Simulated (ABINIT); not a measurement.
The system is SiO.

```xyz
2
Lattice="0.0000 2.4336 2.4336 2.4336 0.0000 2.4336 2.4336 2.4336 0.0000" Properties=species:S:1:pos:R:3 pbc="T T T"
Si    3.6505    3.6505    3.6505
O     0.0000    0.0000    0.0000
```

The cell was built by a generator and needn't be a form met in nature.

| Property | Result |
| --- | --- |
| Program | ABINIT 10.8.3 (patched build) |
| Task | single point |
| Functional | PBE |
| Potentials or basis | JTH PAW PBE v2.0 |
| Cutoff | 626 eV |
| k mesh | 9 × 9 × 9 |
| Occupations | fermi-dirac, width 0.05 eV |
| Spin | no spin polarisation |

On this cell: pressure -0.3 GPa; largest force zero by symmetry; band gap on the k mesh none (metal or under the smearing width).

The same run follows on a disturbed copy (atoms moved at random, drawn with an rms of 0.05 Å):

```
Si O
1.0
     0.00000    2.43364    2.43364
     2.43364    0.00000    2.43364
     2.43364    2.43364    0.00000
Si O
1 1
Direct
  0.75482 0.74321 0.75572
  0.97081 0.99968 0.01271
```

Problem. What does the disturbed cell give?

Solution. The energy (extrapolated to zero smearing) moves by -4.0 meV/atom; pressure -0.3 GPa; largest force 0.163 eV/Å; band gap on the k mesh none (metal or under the smearing width).

Forces on the atoms (eV/Å):
```
Si  -0.018  0.112  0.117
O    0.018 -0.112 -0.117
```

Stress tensor (GPa, compression positive):
```
-0.52 -0.38 -0.38
-0.38 -0.13  0.20
-0.38  0.20 -0.11
```

The energy falls, though the first cell shows no forces: that form is unstable against this distortion, unless noise or another electronic state is at work.
